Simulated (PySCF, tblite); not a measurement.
# C4H8F3N: a rotation path, then NMR shifts on frames, part 2 of 2

tblite 0.8.0 and PySCF 2.14.0. Atoms count from 0.

**5. NMR shieldings: image 4, PBE0/pcSseg-1**

Job settings and geometry (Å):

```
{"job": {"kind": "nmr", "xc": "PBE0", "basis": "pcSseg-1", "pop": false}, "charge": 0, "multiplicity": 1}
C     -2.471000    -0.285900    -0.056800
C     -1.207800     0.378200     0.469300
N     -0.038000    -0.241100    -0.124200
C      1.204000     0.348500     0.312200
C      2.387100    -0.325800    -0.385300
F      3.129800     0.558200    -1.076500
F      3.222600    -0.920000     0.476900
F      2.017700    -1.262200    -1.265000
H     -3.342700     0.117600     0.450400
H     -2.420500    -1.356800     0.116000
H     -2.579500    -0.110700    -1.124800
H     -1.244600     1.462900     0.268400
H     -1.134700     0.234800     1.551800
H     -0.110400    -0.213400    -1.136900
H      1.302200     0.188100     1.391400
H      1.278300     1.436400     0.121800
```

With the program's defaults for keys left out, this is: GIAO PBE0/pcSseg-1 NMR shielding, non-relativistic, gas phase.

The program printed:

```text
coarse grid: 13624 points
cycle   1  E = -510.7363877367  dE =  1.062e+00  |g| = 9.084e-01  |ddm| = 3.354e+00
cycle   2  E = -510.6072673862  dE =  1.291e-01  |g| = 1.320e+00  |ddm| = 1.133e+00
cycle   3  E = -510.8809006136  dE = -2.736e-01  |g| = 6.352e-02  |ddm| = 6.608e-01
cycle   4  E = -510.8815114234  dE = -6.108e-04  |g| = 3.383e-02  |ddm| = 6.676e-02
cycle   5  E = -510.8817602825  dE = -2.489e-04  |g| = 4.724e-03  |ddm| = 2.606e-02
cycle   6  E = -510.8817645455  dE = -4.263e-06  |g| = 1.579e-03  |ddm| = 4.648e-03
final grid: 133616 points
cycle   7  E = -510.9453648509  dE = -5.010e-05  |g| = 9.132e-03  |ddm| = 2.554e-02
cycle   8  E = -510.9453550060  dE =  9.845e-06  |g| = 1.173e-02  |ddm| = 1.610e-02
cycle   9  E = -510.9453836570  dE = -2.865e-05  |g| = 9.319e-04  |ddm| = 8.904e-03
cycle  10  E = -510.9453838086  dE = -1.516e-07  |g| = 2.249e-04  |ddm| = 6.883e-04
cycle  11  E = -510.9453838180  dE = -9.387e-09  |g| = 6.282e-05  |ddm| = 1.676e-04
cycle  12  E = -510.9453838188  dE = -7.618e-10  |g| = 1.461e-05  |ddm| = 5.398e-05
converged SCF energy = -510.9453838188

GIAO shielding tensors (ppm)
atom      isotropic    diamagn.    paramagn.     s11        s22        s33       span
  0 C      169.117     246.225     -77.108    154.873    165.204    187.273     32.400
  1 C      138.340     245.927    -107.587    117.648    129.557    167.817     50.169
  2 N      212.447     322.697    -110.251    165.694    214.555    257.091     91.397
  3 C      126.074     247.873    -121.799    105.875    119.459    152.888     47.013
  4 C       52.655     241.992    -189.336     51.547     52.596     53.824      2.277
  5 F      240.187     470.585    -230.398    169.865    210.487    340.209    170.345
  6 F      242.465     469.802    -227.338    174.172    214.197    339.024    164.852
  7 F      258.536     475.634    -217.098    176.991    267.590    331.027    154.037
  8 H       30.423      27.595       2.828     26.102     27.524     37.644     11.542
  9 H       30.187      29.411       0.776     26.215     28.500     35.846      9.631
 10 H       30.625      29.803       0.822     26.683     29.021     36.171      9.488
 11 H       28.925      31.056      -2.131     24.468     27.943     34.364      9.896
 12 H       29.152      31.226      -2.074     24.542     28.586     34.328      9.786
 13 H       31.706      36.405      -4.699     22.251     34.715     38.151     15.900
 14 H       28.134      30.279      -2.145     24.357     28.192     31.852      7.495
 15 H       28.107      30.150      -2.043     24.287     27.735     32.299      8.012
```

Run time: 20 s. Hardware: 1 thread of Intel Xeon at 2.60GHz, shared host; peak memory 0.87 GiB.

In short: δ C4 134.3, C3 60.9, C1 48.6, C0 17.8, H15 3.61, H14 3.58 ppm.

**6. NMR shieldings: image 6, PBE0/pcSseg-1**

Job settings and geometry (Å):

```
{"job": {"kind": "nmr", "xc": "PBE0", "basis": "pcSseg-1", "pop": false}, "charge": 0, "multiplicity": 1}
C     -2.464800    -0.335100     0.007000
C     -1.206900     0.395600     0.450900
N     -0.032400    -0.257500    -0.097600
C      1.201600     0.401300     0.255400
C      2.384500    -0.315300    -0.386100
F      3.407900     0.526600    -0.613000
F      2.869500    -1.302700     0.373500
F      2.080800    -0.858300    -1.573000
H     -3.337100     0.098100     0.488300
H     -2.392200    -1.384500     0.276900
H     -2.591400    -0.260800    -1.070700
H     -1.265400     1.455700     0.149200
H     -1.118200     0.356500     1.540800
H     -0.120700    -0.325300    -1.107700
H      1.327700     0.349800     1.342300
H      1.249500     1.464900    -0.047500
```

Method: GIAO PBE0/pcSseg-1 NMR shielding, non-relativistic, gas phase.

The program printed:

```text
coarse grid: 13624 points
cycle   1  E = -510.7409752833  dE =  1.060e+00  |g| = 9.029e-01  |ddm| = 3.352e+00
cycle   2  E = -510.6157460220  dE =  1.252e-01  |g| = 1.306e+00  |ddm| = 1.115e+00
cycle   3  E = -510.8836176925  dE = -2.679e-01  |g| = 6.346e-02  |ddm| = 6.480e-01
cycle   4  E = -510.8842234675  dE = -6.058e-04  |g| = 3.370e-02  |ddm| = 6.643e-02
cycle   5  E = -510.8844689873  dE = -2.455e-04  |g| = 4.844e-03  |ddm| = 2.598e-02
cycle   6  E = -510.8844733587  dE = -4.371e-06  |g| = 1.729e-03  |ddm| = 4.756e-03
final grid: 133616 points
cycle   7  E = -510.9492425339  dE = -4.902e-05  |g| = 9.638e-03  |ddm| = 2.704e-02
cycle   8  E = -510.9492309842  dE =  1.155e-05  |g| = 1.254e-02  |ddm| = 1.700e-02
cycle   9  E = -510.9492631618  dE = -3.218e-05  |g| = 9.333e-04  |ddm| = 9.332e-03
cycle  10  E = -510.9492633190  dE = -1.573e-07  |g| = 2.254e-04  |ddm| = 7.006e-04
cycle  11  E = -510.9492633285  dE = -9.509e-09  |g| = 6.340e-05  |ddm| = 1.746e-04
cycle  12  E = -510.9492633293  dE = -7.508e-10  |g| = 1.528e-05  |ddm| = 5.402e-05
converged SCF energy = -510.9492633293

GIAO shielding tensors (ppm)
atom      isotropic    diamagn.    paramagn.     s11        s22        s33       span
  0 C      169.169     246.242     -77.074    154.976    165.208    187.323     32.347
  1 C      138.062     245.908    -107.845    116.898    129.472    167.816     50.918
  2 N      213.871     323.250    -109.378    166.372    220.804    254.438     88.065
  3 C      127.492     247.579    -120.087    105.780    123.321    153.374     47.594
  4 C       52.984     242.536    -189.553     50.464     53.330     55.157      4.694
  5 F      248.656     469.361    -220.705    166.422    236.668    342.877    176.455
  6 F      250.203     471.472    -221.268    169.319    237.374    343.918    174.599
  7 F      265.087     475.580    -210.493    177.521    275.732    342.009    164.488
  8 H       30.426      27.594       2.832     26.112     27.519     37.647     11.535
  9 H       30.203      29.408       0.796     26.212     28.511     35.886      9.673
 10 H       30.630      29.813       0.818     26.667     29.039     36.185      9.518
 11 H       28.929      31.099      -2.171     24.559     27.971     34.255      9.696
 12 H       29.126      31.219      -2.094     24.463     28.576     34.339      9.876
 13 H       31.502      36.418      -4.916     21.771     34.523     38.214     16.443
 14 H       28.244      30.038      -1.793     24.906     27.977     31.851      6.945
 15 H       28.247      30.235      -1.988     24.063     27.873     32.805      8.742
```

Run time: 20 s. Hardware: 1 thread of Intel Xeon at 2.60GHz, shared host; peak memory 0.84 GiB.

In short: δ C4 133.9, C3 59.4, C1 48.9, C0 17.8, H14 3.47, H15 3.47 ppm.

**7. Shielding tensors: image 8, PBE0/pcSseg-1**

Job settings and geometry (Å):

```
{"job": {"kind": "nmr", "xc": "PBE0", "basis": "pcSseg-1", "pop": false}, "charge": 0, "multiplicity": 1}
C     -2.450300    -0.384500     0.073800
C     -1.208300     0.414500     0.435400
N     -0.024400    -0.255600    -0.072400
C      1.200400     0.456700     0.196100
C      2.375200    -0.309200    -0.387200
F      3.541700     0.304700    -0.129600
F      2.481000    -1.552400     0.087100
F      2.289600    -0.412100    -1.724000
H     -3.331400     0.074100     0.513900
H     -2.356200    -1.400300     0.446300
H     -2.580700    -0.421200    -1.005600
H     -1.298400     1.444500     0.048100
H     -1.107200     0.473100     1.523300
H     -0.124900    -0.424200    -1.069600
H      1.346600     0.521900     1.279100
H      1.239800     1.479200    -0.226000
```

Method: GIAO PBE0/pcSseg-1 NMR shielding, non-relativistic, gas phase.

The program printed:

```text
coarse grid: 13624 points
cycle   1  E = -510.7441628826  dE =  1.059e+00  |g| = 9.015e-01  |ddm| = 3.348e+00
cycle   2  E = -510.6205516990  dE =  1.236e-01  |g| = 1.302e+00  |ddm| = 1.108e+00
cycle   3  E = -510.8861764543  dE = -2.656e-01  |g| = 6.384e-02  |ddm| = 6.439e-01
cycle   4  E = -510.8867887972  dE = -6.123e-04  |g| = 3.359e-02  |ddm| = 6.619e-02
cycle   5  E = -510.8870307863  dE = -2.420e-04  |g| = 4.991e-03  |ddm| = 2.585e-02
cycle   6  E = -510.8870353635  dE = -4.577e-06  |g| = 1.783e-03  |ddm| = 4.824e-03
final grid: 133616 points
cycle   7  E = -510.9515059604  dE = -4.909e-05  |g| = 9.633e-03  |ddm| = 2.747e-02
cycle   8  E = -510.9514944176  dE =  1.154e-05  |g| = 1.253e-02  |ddm| = 1.725e-02
cycle   9  E = -510.9515267329  dE = -3.232e-05  |g| = 9.400e-04  |ddm| = 9.415e-03
cycle  10  E = -510.9515268917  dE = -1.588e-07  |g| = 2.310e-04  |ddm| = 6.995e-04
cycle  11  E = -510.9515269014  dE = -9.706e-09  |g| = 6.751e-05  |ddm| = 1.742e-04
cycle  12  E = -510.9515269022  dE = -7.940e-10  |g| = 1.722e-05  |ddm| = 5.316e-05
converged SCF energy = -510.9515269022

GIAO shielding tensors (ppm)
atom      isotropic    diamagn.    paramagn.     s11        s22        s33       span
  0 C      169.176     246.206     -77.031    155.043    165.158    187.326     32.283
  1 C      137.934     245.729    -107.795    117.217    128.611    167.974     50.757
  2 N      214.693     323.073    -108.380    169.167    225.442    249.469     80.303
  3 C      129.347     246.991    -117.643    109.295    123.799    154.947     45.652
  4 C       52.541     243.802    -191.262     49.729     52.031     55.862      6.133
  5 F      257.412     468.986    -211.574    169.941    256.004    346.293    176.352
  6 F      258.965     473.678    -214.712    174.083    263.098    339.715    165.633
  7 F      264.439     474.701    -210.262    174.648    268.069    350.598    175.950
  8 H       30.436      27.578       2.858     26.137     27.500     37.673     11.536
  9 H       30.199      29.414       0.786     26.197     28.499     35.902      9.706
 10 H       30.665      29.824       0.841     26.675     29.101     36.219      9.543
 11 H       28.894      31.006      -2.112     24.439     27.965     34.277      9.838
 12 H       29.096      31.163      -2.067     24.545     28.495     34.247      9.702
 13 H       31.655      36.482      -4.827     22.231     34.577     38.156     15.926
 14 H       28.476      30.001      -1.525     24.797     28.140     32.490      7.693
 15 H       28.350      29.970      -1.621     24.611     27.570     32.868      8.258
```

Wall time 20 s (1 thread of Intel Xeon at 2.60GHz, shared host); peak memory 0.87 GiB.

In short: δ C4 134.4, C3 57.6, C1 49.0, C0 17.7, H15 3.37, H14 3.24 ppm.

**8. Side by side: NMR shifts**

Shifts (ppm) of some atoms, chosen among heavy atoms and hydrogens apart, with basis size and wall time:

| frame | C3 | H14 | H13 | N2 | F6 | F7 | F5 | functions | time |
| --- | --- | --- | --- | --- | --- | --- | --- | --- | --- |
| image 0 | 57.6 | 3.25 | 0.06 | 52.9 | -86.4 | -87.9 | -93.7 | 176 | 22 s |
| image 2 | 59.1 | 3.38 | -0.12 | 54.5 | -80.1 | -86.9 | -80.0 | 176 | 20 s |
| image 4 | 60.9 | 3.58 | 0.01 | 55.3 | -71.5 | -87.6 | -69.2 | 176 | 20 s |
| image 6 | 59.4 | 3.47 | 0.21 | 53.9 | -79.3 | -94.1 | -77.7 | 176 | 20 s |
| image 8 | 57.6 | 3.24 | 0.06 | 53.0 | -88.0 | -93.5 | -86.5 | 176 | 20 s |

**9. Results**

What follows sums up all 2 parts.

| quantity | value |
| --- | --- |
| barrier | 0.090 eV (2.1 kcal/mol) at image 4 |
| end to end (GFN2-xTB) | 0.000 eV |
| ¹³C shifts against TMS (PBE0/pcSseg-1, image 0) | 134.4, 57.6, 49.0, 17.7 ppm |
| ¹H shifts against TMS (PBE0/pcSseg-1, image 0) | 3.36, 3.25, 2.81, 2.62, 1.52, 1.28, 1.05, 0.06 ppm |
| ¹⁵N shifts against NH3 (PBE0/pcSseg-1, image 0) | 52.9 ppm |
| ¹⁹F shifts against CFCl3 (PBE0/pcSseg-1, image 0) | -86.4, -87.9, -93.7 ppm |
| range of the shift of F5 | -93.7 to -69.2 ppm |

In words: Along the band the dihedral turns by 119°, and the top (dihedral 122°) lies 2.1 kcal/mol above the start (GFN2-xTB, rough), so at room temperature this motion is fast. The top was not checked by a frequency run. Shifts at one fixed geometry are not the observed spectrum, which averages over the motion. In ppm, F5 moves most: its shift spreads over 24.4 ppm, from -93.7 (image 0) to -69.2 (image 4).
